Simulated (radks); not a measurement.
# Nuclear size and the levels of V²⁺

Aim: how the total energy, the levels and the density at the nucleus of V²⁺ respond when the nuclear radius is scaled.

The numbers are computed with radks (a radial shooting solver on a logarithmic mesh, Libxc functionals) version 1 (Dirac Kohn-Sham, BLYP, spin-unpolarised, spherical densities, finite nucleus; open shells are shared between the two j in proportion to 2j + 1), except any that are marked as measured or tabulated.

**1. What is computed**

```
element            : vanadium (Z = 23)
charge             : +2
electrons          : 21
configuration      : [Ar] 3d3
nuclear rms radius : 3.6002 fm
```

The outer shells:

V²⁺
```
[Ar] core
3d [↑ ][↑ ][↑ ][  ][  ]
```

**2. rms radius 3.6002 fm**

Settings of this run:

```text
Z 23
configuration [Ar] 3d3 4s0 4p0
relativity Dirac
functional b88,lyp
spin unpolarised
j_filling average
nucleus finite rms 3.6002 fm
c 137.035999084
```

**3. rms radius 3.2222 fm**

Settings, as their differences from step 2:

```diff
@@ -6,3 +6,3 @@
 j_filling average
-nucleus finite rms 3.6002 fm
+nucleus finite rms 3.2222 fm
 c 137.035999084
```

**4. rms radius 3.431 fm**

Settings, as their differences from step 3:

```diff
@@ -6,3 +6,3 @@
 j_filling average
-nucleus finite rms 3.2222 fm
+nucleus finite rms 3.431 fm
 c 137.035999084
```

**5. rms radius 3.899 fm**

Settings, as their differences from step 4:

```diff
@@ -6,3 +6,3 @@
 j_filling average
-nucleus finite rms 3.431 fm
+nucleus finite rms 3.899 fm
 c 137.035999084
```

**6. rms radius 4.0574 fm**

Settings, as their differences from step 5:

```diff
@@ -6,3 +6,3 @@
 j_filling average
-nucleus finite rms 3.899 fm
+nucleus finite rms 4.0574 fm
 c 137.035999084
```

Q: Predict the outcome of this session. Wanted: for each run, rms radius; total energy shift; density at nucleus; 1s1/2 shift; 2s1/2 shift; 2p1/2 shift; 3s1/2 shift.

**Answer**, as computed:

```csv
rms radius (fm),total energy shift (eV),density at nucleus (e/bohr³),1s1/2 shift (meV),2s1/2 shift (meV),2p1/2 shift (meV),3s1/2 shift (meV)
3.2222,-0.0119,9923,-5.03,-0.431,0.0508,-0.0605
3.431,-0.00547,9902,-2.32,-0.199,0.0234,-0.0279
3.6002,0,9886,0,0,0,0
3.899,0.0103,9859,4.35,0.373,-0.0440,0.0524
4.0574,0.0161,9846,6.80,0.583,-0.0687,0.0818
```

**Reading.** Shifts are against the first run. Over the range the 1s1/2 level moves by 0.0118 eV and the 3s1/2 level by 0.142 meV. A larger nucleus binds the 1s electrons less and lowers the density at its centre. These are shifts of eigenvalues, not the field shifts of spectral lines.
